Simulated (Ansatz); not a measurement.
# Sn3Te in Ansatz: the effect of functional

The system is Sn3Te.

```
Te Sn
1.0
    -2.31614    2.31614    5.55303
     2.31614   -2.31614    5.55303
     2.31614    2.31614   -5.55303
Te Sn
1 3
Direct
  0.00000 0.00000 0.00000
  0.50000 0.50000 0.00000
  0.25000 0.75000 0.50000
  0.75000 0.25000 0.50000
```

The cell comes from a database or a generator and needn't be the stable form of this composition.

The cell isn't the ideal one: volume scaled by 1.02.

Alike in all runs:

| Quantity | Value |
| --- | --- |
| Program | Ansatz 0.2.0 |
| Task | single point |
| Potentials or basis | Ansatz PAW |
| k mesh | 8 × 8 × 8 |
| Occupations | fermi-dirac, width 0.05 eV |
| Spin | no spin polarisation |

```csv
functional,cutoff,pressure (GPa)
LDA,420 eV (not typed: the program's choice for these potentials),-4.8
r2SCAN,500 eV (not typed: the program's choice for these potentials),-1.9
PBE,420 eV (not typed: the program's choice for these potentials),?
```

Question: What does the run with functional PBE give?

Answer: Pressure -1.2 GPa.

Caveats: the PAW data sets come from PBE, with cores solved anew for the run's functional, which leaves a small shift of forces and pressure (some runs).
